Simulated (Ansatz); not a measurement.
**AlBr2H2N: up Jacob's ladder to CCSD(T)**

How much do the methods differ for AlBr2H2N? The plan is to run it at one geometry with functionals of several rungs and with coupled cluster. The yardstick is the atomisation energy at the CCSD(T) limit.

Computed with Ansatz 0.2.0, Gaussian basis. Level: functionals in def2-TZVPP, the program's frozen cores in correlated methods.

Plan: LDA (SPW92), PBE-D4, revPBE-D4, BLYP-D4, r2SCAN-D4, B97M-V, PBE0-D4, B3LYP-D4, r2SCANh-D4, r2SCAN0-D4, HSE06-D4, BHLYP-D4, CAM-B3LYP-D4, LC-ωPBE, ωB97X-V, ωB97M-V, B2PLYP, PBE-QIDH; CCSD(T)/def2-SVP; CCSD(T)/def2-TZVPP; MP2/def2-QZVPP; extrapolation to the limit; RPA on PBE.

### 1 The geometry

All runs share one geometry, relaxed beforehand with PBE0-D4 in a triple-zeta def2 set.

SMILES `[NH2][Al]([Br])[Br]`, 6 atoms, charge 0, spin multiplicity 1.

Atoms are counted from 1 here; the program's logs count them from 0.

Bond lengths: N1–Al2 1.748 Å, N1–H5 1.007 Å, N1–H6 1.007 Å, Al2–Br3 2.241 Å, Al2–Br4 2.241 Å. Angles: Al2–N1–H5 124.4°, Al2–N1–H6 124.3°, H5–N1–H6 111.3°, N1–Al2–Br3 119.8°, N1–Al2–Br4 119.8°, Br3–Al2–Br4 120.3°.

### 2 LDA

This LDA is Slater exchange with PW92 correlation.

Contents of in.yaml:

```yaml
crystal:
  periodic: [false, false, false]
  atoms:
    - {symbol: N, position_ang: [-0.146816, 1.033588, -0.042115]}
    - {symbol: Al, position_ang: [0.107771, -0.694466, 0.014892]}
    - {symbol: Br, position_ang: [1.634367, -1.550916, 1.413831]}
    - {symbol: Br, position_ang: [-1.094015, -2.042725, -1.311358]}
    - {symbol: H, position_ang: [0.353723, 1.700391, 0.521926]}
    - {symbol: H, position_ang: [-0.812831, 1.490029, -0.643277]}
basis:
  gaussian: {orbitals: def2-TZVPP}
hamiltonian: {xc: lda}
output: {orbitals: {seedname: orbitals}}
```

Run with:

```bash
> ansatz run in.yaml --threads 4 --pin off --events-out ev --progress --plain --max-ram 10444MiB
```

After this run come: PBE-D4 (GGA); revPBE-D4 (GGA); BLYP-D4 (GGA); r2SCAN-D4 (meta-GGA); B97M-V (meta-GGA); B3LYP-D4 (hybrid); r2SCANh-D4 (hybrid); r2SCAN0-D4 (hybrid); HSE06-D4 (hybrid); BHLYP-D4 (hybrid); CAM-B3LYP-D4 (range-separated); LC-ωPBE (range-separated); ωB97X-V (range-separated); ωB97M-V (range-separated); B2PLYP (double hybrid); PBE-QIDH (double hybrid); CCSD(T) in def2-SVP; CCSD(T) in def2-TZVPP; MP2 in def2-QZVPP; RPA on PBE orbitals.

Q: Predict the results of all the runs planned. Wanted: atomisation energy, CCSD(T)/CBS; farthest beyond LDA; mean size of error, GGA; mean size of error, meta-GGA; mean size of error, hybrid; mean size of error, range-separated; mean size of error, double hybrid; gap, smallest and largest; T1 diagnostic.

The runs gave:

```
                               quantity                                      value
        atomisation energy, CCSD(T)/CBS                                  20.155 eV
    functionals within 0.202 eV (1.0 %)                 PBE-D4, r2SCAN-D4, ωB97X-V
                    farthest beyond LDA                       BHLYP-D4 (-0.886 eV)
                mean size of error, GGA                                   0.372 eV
           mean size of error, meta-GGA                                   0.161 eV
             mean size of error, hybrid                                   0.444 eV
    mean size of error, range-separated                                   0.300 eV
      mean size of error, double hybrid                                   0.439 eV
              gap, smallest and largest  4.89 eV (LDA (SPW92)), 12.26 eV (LC-ωPBE)
                          T1 diagnostic                                     0.0075
triples share of the correlation energy                                      3.4 %
```

**Reading.** The LDA atomisation energy is off by 2.394 eV (12 %): it overbinds. PBE-D4 is off by -0.025 eV. Double hybrids carry the basis error of their MP2 part in triple zeta, and no dispersion term here, so their miss is partly the set-up's. By mean error the best rung here is meta-GGA (0.161 eV) and the worst beyond LDA is hybrid (0.444 eV). The mean of the hybrids holds BHLYP, with half exact exchange. Misses under about 0.202 eV are within the doubt on the reference itself, which lacks core-valence correlation, relativity and higher excitations, and its outer-core shells are covered unevenly. All levels share the lack of spin-orbit coupling, which lowers the free heavy atoms and so the true binding. Hartree-Fock recovers 71 % of the binding; the rest is correlation. CCSD(T) in def2-SVP is off by -1.802 eV, more than most functionals: a good method in a small basis is no reference. The gap grows from 4.9 to 12.3 eV across the functionals, mostly with the share of exact exchange. Correlated methods include outer-core shells of Br, which these sets cover unevenly.
